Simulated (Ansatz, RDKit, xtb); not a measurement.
**Isomers of C2H7F3GeSi, a sample narrowed down**

Which of a sample of isomers of C2H7F3GeSi is the most stable in the gas at 298.15 K, and what are its properties? The sample is small against all isomers, and the most stable one of this formula need not be in it.

Plan: many cheap relaxations first (GFN2-xTB), then density-functional screening, relaxation at B3LYP/def2-SVP, vibrations (at GFN2-xTB) and a final energy. The numbers are computed, not measured.

## 1. Candidates

Isomers were taken from a list of plausible structures; this is a sample, not all of them. That gives 6 candidates.

| label | SMILES | spin |
| --- | --- | --- |
| c109 | C[SiH2][CH2][Ge]([F])([F])[F] | singlet |
| c188 | FC(F)(F)[C@@H]([SiH3])[GeH3] | singlet |
| c382 | F[CH](F)[Ge@H]([F])[CH2][SiH3] | singlet |
| c390 | F[C](F)(F)[GeH2][CH2][SiH3] | singlet |
| c968 | FC(F)(F)[CH2][GeH2][SiH3] | singlet |
| c980 | FC(F)(F)[SiH2][CH2][GeH3] | singlet |

Candidates are built by distance geometry, with a force field where one applies, in up to four conformers (letters a to d).

## 2. Cheap relaxation of all starts

All 11 starts are relaxed the same way. One of them, c390b (taken from a list of plausible isomers, embedded by distance geometry and UFF), in full:

Input file start.xyz:

```xyz
14
c390b
C     -0.329550     1.594510    -0.992228
C     -1.423686    -1.442657    -0.789461
F      0.827102     1.038475    -1.318948
F     -0.385531     1.827121     0.349859
F     -0.562054     2.755133    -1.655142
Ge    -1.787659     0.348689    -1.450918
Si    -1.518325    -1.428875     1.093266
H     -1.915619     0.316302    -2.974201
H     -3.154782     0.914317    -0.928703
H     -2.196286    -2.092386    -1.180726
H     -0.429245    -1.746405    -1.063213
H     -2.850981    -0.901372     1.495548
H     -0.477405    -0.582878     1.648030
H     -1.312392    -2.834027     1.599333
```

Command:

```
xtb start.xyz --gfn 2 --opt
```

What it wrote, cut to the lines that bear on the results:

```text
* xtb version 6.7.1
[...]
          :  # basis functions                  47          :
[...]
          :  # electrons                        44          :
[...]
          :  Hamiltonian                  GFN2-xTB          :
[...]
          :  net charge                          0          :
          :  unpaired electrons                  0          :
[...]
   *** convergence criteria satisfied after 14 iterations ***
[...]
   *** GEOMETRY OPTIMIZATION CONVERGED AFTER 8 ITERATIONS ***
[...]
   *** convergence criteria satisfied after 3 iterations ***
[...]
         ::                     SUMMARY                     ::
         :::::::::::::::::::::::::::::::::::::::::::::::::::::
         :: total energy             -25.702114477006 Eh    ::
         :: gradient norm              0.000848839030 Eh/a0 ::
         :: HOMO-LUMO gap              6.019153961260 eV    ::
         ::.................................................::
         :: SCC energy               -25.828950806683 Eh    ::
         :: -> isotropic ES            0.047278157186 Eh    ::
         :: -> anisotropic ES          0.001896604873 Eh    ::
         :: -> anisotropic XC         -0.012514746625 Eh    ::
         :: -> dispersion             -0.009713462982 Eh    ::
         :: repulsion energy           0.126836329678 Eh    ::
         :: add. restraining           0.000000000000 Eh    ::
         :: total charge              -0.000000000000 e     ::
         :::::::::::::::::::::::::::::::::::::::::::::::::::::
[...]
        22        2.0000           -0.4250590             -11.5664 (HOMO)
        23                         -0.2038592              -5.5473 (LUMO)
[...]
     #   Z          covCN         q      C6AA      α(0)
     1   6 C        3.231     0.386    19.870     7.237
     2   6 C        3.610    -0.195    24.937     7.212
     3   9 F        0.797    -0.213    11.367     3.983
     4   9 F        0.795    -0.213    11.366     3.982
     5   9 F        0.797    -0.207    11.310     3.973
     6  32 Ge       3.728     0.119   169.397    23.365
     7  14 Si       3.690     0.459    98.235    18.985
     8   1 H        0.936     0.007     2.935     2.678
     9   1 H        0.938     0.001     3.044     2.728
    10   1 H        0.925     0.044     2.398     2.422
    11   1 H        0.925     0.051     2.305     2.374
    12   1 H        0.918    -0.081     4.938     3.475
    13   1 H        0.919    -0.071     4.650     3.373
    14   1 H        0.918    -0.088     5.163     3.554
[...]
     #   Z sym  total        # sym  WBO       # sym  WBO       # sym  WBO
 ---------------------------------------------------------------------------
     1   6 C    3.705 --     5 F    0.956     4 F    0.953     3 F    0.951
                             6 Ge   0.728
     2   6 C    3.968 --    10 H    0.963    11 H    0.956     6 Ge   0.955
                             7 Si   0.852
     3   9 F    1.098 --     1 C    0.951
     4   9 F    1.098 --     1 C    0.953
     5   9 F    1.105 --     1 C    0.956
     6  32 Ge   3.645 --     2 C    0.955     9 H    0.850     8 H    0.842
                             1 C    0.728
     7  14 Si   3.577 --    13 H    0.898    14 H    0.896    12 H    0.895
                             2 C    0.852
     8   1 H    0.999 --     6 Ge   0.842
     9   1 H    1.000 --     6 Ge   0.850
[...]
molecular dipole:
                 x           y           z       tot (Debye)
 q only:       -1.011      -1.426       0.281
   full:       -0.818      -1.230       0.014       3.755
molecular quadrupole (traceless):
[...]
          | TOTAL ENERGY              -25.702114477006 Eh   |
          | GRADIENT NORM               0.000848839030 Eh/α |
          | HOMO-LUMO GAP               6.019153961260 eV   |
           -------------------------------------------------
[...]
```

Wall time 0.13 s (2 threads of Intel Xeon at 2.70GHz, shared host).

## 3. The minima found

11 of the 11 relaxations converged. 11 distinct structures remain:

| label | start | SMILES after | spin | energy (kcal/mol) |
| --- | --- | --- | --- | --- |
| c109a | drawn | C[SiH2][CH2][Ge]([F])([F])[F] | singlet | 0.0 |
| c382a | drawn | F[CH](F)[Ge@H]([F])[CH2][SiH3] | singlet | 58.8 |
| c382c | drawn | F[CH](F)[Ge@H]([F])[CH2][SiH3] | singlet | 59.0 |
| c382b | drawn | F[CH](F)[Ge@H]([F])[CH2][SiH3] | singlet | 59.1 |
| c382d | drawn | F[CH](F)[Ge@H]([F])[CH2][SiH3] | singlet | 61.2 |
| c968a | drawn | FC(F)(F)[CH2][GeH2][SiH3] | singlet | 67.1 |
| c188a | drawn | FC(F)(F)[C@@H]([SiH3])[GeH3] | singlet | 73.3 |
| c390b | drawn | F[C](F)(F)[GeH2][CH2][SiH3] | singlet | 83.5 |
| c390a | drawn | F[C](F)(F)[GeH2][CH2][SiH3] | singlet | 83.8 |
| c980b | drawn | FC(F)(F)[SiH2][CH2][GeH3] | singlet | 87.6 |
| c980a | drawn | FC(F)(F)[SiH2][CH2][GeH3] | singlet | 90.0 |

## 4. Second filter: single points

A choice of the minima (the low ones first, few conformers of a pattern, up to a cap) and the lowest that fell apart get a single point at r2SCAN-D4/def2-SVP on the tight-binding geometry, and one at HF/STO-3G for comparison. The lowest singlets are also tried as triplets at the same geometry (label ending in t). The first, c109a:

Input file input.yaml:

```yaml
crystal:
  periodic: [false, false, false]
  atoms:
    - {symbol: C, position_ang: [-0.676944, 1.552769, -1.862346]}
    - {symbol: C, position_ang: [-1.605783, 2.289588, 0.985392]}
    - {symbol: F, position_ang: [-1.264918, -0.820297, 0.789360]}
    - {symbol: F, position_ang: [-1.415041, 0.137243, 3.306590]}
    - {symbol: F, position_ang: [0.810091, 0.512894, 1.832237]}
    - {symbol: Ge, position_ang: [-0.914723, 0.605181, 1.713076]}
    - {symbol: Si, position_ang: [-0.566617, 2.883103, -0.521910]}
    - {symbol: H, position_ang: [-0.308666, 0.599508, -1.486522]}
    - {symbol: H, position_ang: [-0.088086, 1.814718, -2.736188]}
    - {symbol: H, position_ang: [-1.702829, 1.400456, -2.190889]}
    - {symbol: H, position_ang: [-1.218430, 4.140021, -0.915868]}
    - {symbol: H, position_ang: [0.805430, 3.130542, -0.072702]}
    - {symbol: H, position_ang: [-2.644799, 2.120922, 0.713594]}
    - {symbol: H, position_ang: [-1.582462, 3.021038, 1.788785]}
basis:
  gaussian:
    orbitals: def2-SVP
hamiltonian:
  xc: r2scan
  dispersion: d4
scf:
  lower_state_search: "off"
```

Command:

```
ansatz run input.yaml --threads 2 --pin off --max-ram 5220MiB --events-out events.jsonl --progress --plain --runs-dir runs
```

What it wrote, cut to the lines that bear on the results:

```text
Warning: RAYON_NUM_THREADS=2 ignored (pool sized by the plan → 2); use --threads N
Functional definition: r2SCAN
  name "r2SCAN"
[...]
1713 factors; their error is unknown
[...]
mean field -74715.26182695 eV, -2745.7352283168 hartree, gradient 7.0e-6 eV, S^2 0.000000; 0 other end points of the search recorded, 0 dependent functions left out
reference -74715.26183825 eV, -2745.7352287324 hartree; 46, 46 occupied and 109, 109 virtual orbitals, 1713 factors
Total energy: -74715.35010448 eV, -2745.7384724565 hartree
Checks for a lower state left out: stability, starts, cluster_reference, orbital_swaps, neighbouring_geometries, increment
```

Wall time 4.2 s (2 threads of Intel Xeon at 2.70GHz, shared host).

Relative energies in kcal/mol, each column from its lowest structure that stays in one piece:

| label | SMILES | spin | GFN2-xTB | HF/STO-3G | r2SCAN-D4/def2-SVP |
| --- | --- | --- | --- | --- | --- |
| c109a | C[SiH2][CH2][Ge]([F])([F])[F] | singlet | 0.0 | 0.0 | 0.0 |
| c382c | F[CH](F)[Ge@H]([F])[CH2][SiH3] | singlet | 59.0 | 34.4 | 73.1 |
| c382a | F[CH](F)[Ge@H]([F])[CH2][SiH3] | singlet | 58.8 | 35.0 | 73.9 |
| c968a | FC(F)(F)[CH2][GeH2][SiH3] | singlet | 67.1 | 20.3 | 76.9 |
| c109at | C[SiH2][CH2][Ge]([F])([F])[F] | triplet | – | – | 162.0 |
| c382ct | F[CH](F)[Ge@H]([F])[CH2][SiH3] | triplet | – | – | 212.6 |

## 5. Refinement at B3LYP/def2-SVP

3 candidates are relaxed at B3LYP/def2-SVP (chosen among the lowest in one piece, one conformer a pattern). The first, c109a:

Changes to input.yaml since step 4:

```diff
@@ -18,8 +18,5 @@
 basis:
-  gaussian:
-    orbitals: def2-SVP
-hamiltonian:
-  xc: r2scan
-  dispersion: d4
-scf:
-  lower_state_search: "off"
+  gaussian: {orbitals: def2-SVP}
+hamiltonian: {xc: {name: B3LYP}}
+scf: {lower_state_search: "off"}
+relax: {f_tol: 0.006}
```

Command:

```
ansatz run input.yaml --threads 2 --pin off --max-ram 5220MiB --events-out events.jsonl --progress --plain --runs-dir runs
```

What it wrote:

```text
Warning: RAYON_NUM_THREADS=2 ignored (pool sized by the plan → 2); use --threads N
The last accepted step is kept in runs//last_step.txt (removed where the run ends without a failure and the disk answers)
Functional definition: B3LYP
  name "B3LYP"
  parameter a0 = 0.2
  parameter ax = 0.72
  parameter ac = 0.81
  exchange = (1 - a0 - ax)*slater_x + ax*b88_x + a0*exact_x
  correlation = (1 - ac)*vwn_rpa_c + ac*lyp_c
these checks for a lower state are left out or cut short: stability, starts, cluster_reference, orbital_swaps, neighbouring_geometries, increment
1630 factors; integrals over basis functions are off by at most 5.1e-4 eV
mean field evaluation 1: about -74709.8316 eV, gradient 8.0e1 eV
mean field evaluation 2: about -74698.7356 eV, gradient 1.1e2 eV
mean field evaluation 4: about -74722.4761 eV, gradient 4.4e0 eV
mean field evaluation 8: about -74722.5376 eV, gradient 8.1e-2 eV
mean field evaluation 16: about -74722.5376 eV, gradient 9.9e-6 eV
mean field -74722.53759289 eV, -2746.0026077838 hartree, gradient 4.2e-7 eV, S^2 0.000000; 0 other end points of the search recorded, 0 dependent functions left out
the calculation of the forces begins
reference -74722.53787752 eV, -2746.0026182437 hartree; 46, 46 occupied and 109, 109 virtual orbitals, 1630 factors
relax step   1: F+E_penalty+E_count = -74722.53759289 eV  Δ(F+E_penalty+E_count) = +0.000e0 eV  max|allowed force component| = 9.288e-1 eV/Å  Δτ_max = 0.0000 Å  (17 SCF iters, accepted)
these checks for a lower state are left out or cut short: stability, starts, cluster_reference, orbital_swaps, neighbouring_geometries, increment
1630 factors; integrals over basis functions are off by at most 5.5e-4 eV
mean field -74722.63073010 eV, -2746.0060305129 hartree, gradient 8.9e-7 eV, S^2 0.000000; 0 other end points of the search recorded, 0 dependent functions left out
the calculation of the forces begins
reference -74722.63101620 eV, -2746.0060410268 hartree; 46, 46 occupied and 109, 109 virtual orbitals, 1630 factors
relax step   2: F+E_penalty+E_count = -74722.63073010 eV  Δ(F+E_penalty+E_count) = -9.314e-2 eV  max|allowed force component| = 2.450e-1 eV/Å  Δτ_max = 0.0669 Å  (19 SCF iters, accepted)
these checks for a lower state are left out or cut short: stability, starts, cluster_reference, orbital_swaps, neighbouring_geometries, increment
1630 factors; integrals over basis functions are off by at most 5.6e-4 eV
mean field evaluation 32: about -74722.6404 eV, gradient 2.5e-6 eV
mean field -74722.64041697 eV, -2746.0063864988 hartree, gradient 2.5e-6 eV, S^2 0.000000; 0 other end points of the search recorded, 0 dependent functions left out
the calculation of the forces begins
reference -74722.64070292 eV, -2746.0063970074 hartree; 46, 46 occupied and 109, 109 virtual orbitals, 1630 factors
relax step   3: F+E_penalty+E_count = -74722.64041697 eV  Δ(F+E_penalty+E_count) = -9.687e-3 eV  max|allowed force component| = 7.230e-2 eV/Å  Δτ_max = 0.0389 Å  (20 SCF iters, accepted)
[... from here on, the SCF cycles and remarks between the steps are left out ...]
relax step   4: F+E_penalty+E_count = -74722.64189919 eV  Δ(F+E_penalty+E_count) = -1.482e-3 eV  max|allowed force component| = 2.517e-2 eV/Å  Δτ_max = 0.0194 Å  (19 SCF iters, accepted)
relax step   5: F+E_penalty+E_count = -74722.64276356 eV  Δ(F+E_penalty+E_count) = -8.644e-4 eV  max|allowed force component| = 1.678e-2 eV/Å  Δτ_max = 0.0283 Å  (19 SCF iters, accepted)
relax step   6: F+E_penalty+E_count = -74722.64312245 eV  Δ(F+E_penalty+E_count) = -3.589e-4 eV  max|allowed force component| = 1.734e-2 eV/Å  Δτ_max = 0.0199 Å  (19 SCF iters, accepted)
relax step   7: F+E_penalty+E_count = -74722.64352382 eV  Δ(F+E_penalty+E_count) = -4.014e-4 eV  max|allowed force component| = 1.705e-2 eV/Å  Δτ_max = 0.0418 Å  (18 SCF iters, accepted)
relax step   8: F+E_penalty+E_count = -74722.64369761 eV  Δ(F+E_penalty+E_count) = -1.738e-4 eV  max|allowed force component| = 1.746e-2 eV/Å  Δτ_max = 0.0298 Å  (19 SCF iters, accepted)
relax step   9: F+E_penalty+E_count = -74722.64379889 eV  Δ(F+E_penalty+E_count) = -1.013e-4 eV  max|allowed force component| = 1.030e-2 eV/Å  Δτ_max = 0.0235 Å  (19 SCF iters, accepted)
relax step  10: F+E_penalty+E_count = -74722.64388151 eV  Δ(F+E_penalty+E_count) = -8.261e-5 eV  max|allowed force component| = 9.743e-3 eV/Å  Δτ_max = 0.0201 Å  (19 SCF iters, accepted)
relax step  11: F+E_penalty+E_count = -74722.64417963 eV  Δ(F+E_penalty+E_count) = -2.981e-4 eV  max|allowed force component| = 7.567e-2 eV/Å  Δτ_max = 0.1093 Å  (19 SCF iters, accepted)
relax step  12: F+E_penalty+E_count = -74722.64476969 eV  Δ(F+E_penalty+E_count) = -5.901e-4 eV  max|allowed force component| = 8.401e-2 eV/Å  Δτ_max = 0.0255 Å  (19 SCF iters, accepted)
relax step  13: F+E_penalty+E_count = -74722.64466014 eV  Δ(F+E_penalty+E_count) = +1.096e-4 eV  max|allowed force component| = 2.885e-1 eV/Å  Δτ_max = 0.1635 Å  (18 SCF iters, rejected (line search))
relax step  14: F+E_penalty+E_count = -74722.64647538 eV  Δ(F+E_penalty+E_count) = -1.706e-3 eV  max|allowed force component| = 4.059e-2 eV/Å  Δτ_max = 0.0796 Å  (19 SCF iters, accepted)
relax step  15: F+E_penalty+E_count = -74722.64842163 eV  Δ(F+E_penalty+E_count) = -1.946e-3 eV  max|allowed force component| = 7.144e-2 eV/Å  Δτ_max = 0.0976 Å  (18 SCF iters, accepted)
relax step  16: F+E_penalty+E_count = -74722.64907079 eV  Δ(F+E_penalty+E_count) = -6.492e-4 eV  max|allowed force component| = 2.489e-1 eV/Å  Δτ_max = 0.1463 Å  (18 SCF iters, accepted)
relax step  17: F+E_penalty+E_count = -74722.65258448 eV  Δ(F+E_penalty+E_count) = -3.514e-3 eV  max|allowed force component| = 1.503e-1 eV/Å  Δτ_max = 0.0443 Å  (20 SCF iters, accepted)
relax step  18: F+E_penalty+E_count = -74722.65643590 eV  Δ(F+E_penalty+E_count) = -3.851e-3 eV  max|allowed force component| = 5.083e-2 eV/Å  Δτ_max = 0.0958 Å  (18 SCF iters, accepted)
relax step  19: F+E_penalty+E_count = -74722.65700995 eV  Δ(F+E_penalty+E_count) = -5.741e-4 eV  max|allowed force component| = 3.196e-1 eV/Å  Δτ_max = 0.1956 Å  (18 SCF iters, accepted)
relax step  20: F+E_penalty+E_count = -74722.66133360 eV  Δ(F+E_penalty+E_count) = -4.324e-3 eV  max|allowed force component| = 8.944e-2 eV/Å  Δτ_max = 0.0252 Å  (20 SCF iters, accepted)
relax step  21: F+E_penalty+E_count = -74722.66341337 eV  Δ(F+E_penalty+E_count) = -2.080e-3 eV  max|allowed force component| = 3.146e-2 eV/Å  Δτ_max = 0.0736 Å  (19 SCF iters, accepted)
relax step  22: F+E_penalty+E_count = -74722.66468701 eV  Δ(F+E_penalty+E_count) = -1.274e-3 eV  max|allowed force component| = 2.683e-1 eV/Å  Δτ_max = 0.1957 Å  (18 SCF iters, accepted)
relax step  23: F+E_penalty+E_count = -74722.66765675 eV  Δ(F+E_penalty+E_count) = -2.970e-3 eV  max|allowed force component| = 7.580e-2 eV/Å  Δτ_max = 0.0115 Å  (21 SCF iters, accepted)
relax step  24: F+E_penalty+E_count = -74722.66937087 eV  Δ(F+E_penalty+E_count) = -1.714e-3 eV  max|allowed force component| = 2.315e-2 eV/Å  Δτ_max = 0.0751 Å  (19 SCF iters, accepted)
relax step  25: F+E_penalty+E_count = -74722.66825415 eV  Δ(F+E_penalty+E_count) = +1.117e-3 eV  max|allowed force component| = 2.784e-1 eV/Å  Δτ_max = 0.1961 Å  (18 SCF iters, rejected (line search))
relax step  26: F+E_penalty+E_count = -74722.63448580 eV  Δ(F+E_penalty+E_count) = +3.489e-2 eV  max|allowed force component| = 5.034e-1 eV/Å  Δτ_max = 0.0968 Å  (19 SCF iters, rejected (line search))
relax step  27: F+E_penalty+E_count = -74722.67010271 eV  Δ(F+E_penalty+E_count) = -7.318e-4 eV  max|allowed force component| = 1.546e-2 eV/Å  Δτ_max = 0.0484 Å  (19 SCF iters, accepted)
relax step  28: F+E_penalty+E_count = -74722.67127316 eV  Δ(F+E_penalty+E_count) = -1.170e-3 eV  max|allowed force component| = 5.020e-2 eV/Å  Δτ_max = 0.0976 Å  (19 SCF iters, accepted)
relax step  29: F+E_penalty+E_count = -74722.67171581 eV  Δ(F+E_penalty+E_count) = -4.426e-4 eV  max|allowed force component| = 6.261e-2 eV/Å  Δτ_max = 0.0974 Å  (19 SCF iters, accepted)
relax step  30: F+E_penalty+E_count = -74722.67200549 eV  Δ(F+E_penalty+E_count) = -2.897e-4 eV  max|allowed force component| = 4.035e-2 eV/Å  Δτ_max = 0.0090 Å  (14 SCF iters, accepted)
relax step  31: F+E_penalty+E_count = -74722.67212554 eV  Δ(F+E_penalty+E_count) = -1.200e-4 eV  max|allowed force component| = 6.435e-3 eV/Å  Δτ_max = 0.0104 Å  (13 SCF iters, accepted)
relax step  32: F+E_penalty+E_count = -74722.67219997 eV  Δ(F+E_penalty+E_count) = -7.443e-5 eV  max|allowed force component| = 5.931e-3 eV/Å  Δτ_max = 0.0291 Å  (19 SCF iters, accepted)
relax step  33: F+E_penalty+E_count = -74722.67222306 eV  Δ(F+E_penalty+E_count) = -2.309e-5 eV  max|allowed force component| = 1.069e-2 eV/Å  Δτ_max = 0.0292 Å  (19 SCF iters, accepted)
these checks for a lower state are left out or cut short: stability, starts, cluster_reference, orbital_swaps, neighbouring_geometries, increment
1630 factors; integrals over basis functions are off by at most 4.6e-4 eV
mean field -74722.67222828 eV, -2746.0075555431 hartree, gradient 2.3e-6 eV, S^2 0.000000; 0 other end points of the search recorded, 0 dependent functions left out
the calculation of the forces begins
reference -74722.67251320 eV, -2746.0075660136 hartree; 46, 46 occupied and 109, 109 virtual orbitals, 1630 factors
relax step  34: F+E_penalty+E_count = -74722.67222828 eV  Δ(F+E_penalty+E_count) = -5.228e-6 eV  max|allowed force component| = 3.120e-3 eV/Å  Δτ_max = 0.0021 Å  (12 SCF iters, accepted)
Total energy: -74722.67251320 eV, -2746.0075660136 hartree
Atom 0 at    -0.411874     1.657768    -1.880026 Å, force    -0.000704    -0.000840    -0.000245 eV/Å
Atom 1 at    -1.709027     2.136965     0.931847 Å, force    -0.000431     0.000589    -0.001889 eV/Å
Atom 2 at    -2.145034    -0.798991     1.700399 Å, force     0.001896     0.002132     0.000078 eV/Å
Atom 3 at    -0.575288     0.700814     3.393299 Å, force    -0.000904    -0.000295    -0.002643 eV/Å
Atom 4 at     0.386733    -0.069772     0.940030 Å, force    -0.001604     0.000616     0.000631 eV/Å
Atom 5 at    -1.034396     0.524320     1.737637 Å, force     0.000735    -0.003120     0.002324 eV/Å
Atom 6 at    -0.628272     2.873934    -0.463428 Å, force     0.001682     0.002898     0.001274 eV/Å
Atom 7 at     0.091912     0.745368    -1.524328 Å, force    -0.000276     0.000063     0.000039 eV/Å
Atom 8 at     0.204408     2.102139    -2.678029 Å, force    -0.000469     0.000241     0.000824 eV/Å
Atom 9 at    -1.381981     1.375406    -2.320331 Å, force     0.000402    -0.000211     0.000143 eV/Å
Atom 10 at    -1.318070     4.117078    -0.919844 Å, force    -0.001477    -0.000620    -0.000438 eV/Å
Atom 11 at     0.688005     3.251961     0.125258 Å, force     0.000980    -0.000956     0.000226 eV/Å
Atom 12 at    -2.717030     1.900974     0.552828 Å, force    -0.000094    -0.000170     0.000336 eV/Å
Atom 13 at    -1.823862     2.869722     1.747296 Å, force     0.000265    -0.000326    -0.000661 eV/Å
Dipole moment:    -0.268190     0.543370    -0.425153 e Å
Checks for a lower state left out: stability, starts, cluster_reference, orbital_swaps, neighbouring_geometries, increment
```

It took 4.2 min on 2 threads of Intel Xeon at 2.70GHz, shared host.

Energy change by step (eV): 0.0000, -0.0931, -0.1028, -0.1043, -0.1052, -0.1055, -0.1059, -0.1061, -0.1062, -0.1063, -0.1066, -0.1072, -0.1071, -0.1089, -0.1108, -0.1115, -0.1150, -0.1188, -0.1194, -0.1237, -0.1258, -0.1271, -0.1301, -0.1318, -0.1307, -0.0969, -0.1325, -0.1337, -0.1341, -0.1344.

After the run. Bond lengths: C2–Ge6 1.925 Å, F3–Ge6 1.728 Å, F4–Ge6 1.727 Å, F5–Ge6 1.735 Å, C1–Si7 1.880 Å, C2–Si7 1.913 Å, C1–H8 1.101 Å, C1–H9 1.102 Å, C1–H10 1.102 Å, Si7–H11 1.493 Å, Si7–H12 1.491 Å, C2–H13 1.102 Å, C2–H14 1.102 Å. Some angles: C2–Ge6–F3 114.0°, C2–Ge6–F4 114.1°, C2–Ge6–F5 112.4°, F3–Ge6–F4 105.6°, F3–Ge6–F5 104.7°, F4–Ge6–F5 105.0°, Ge6–C2–Si7 115.5°, C1–Si7–C2 111.4°, Ge6–C2–H13 106.6°, Ge6–C2–H14 106.5°.

[end of part 1 of 2]
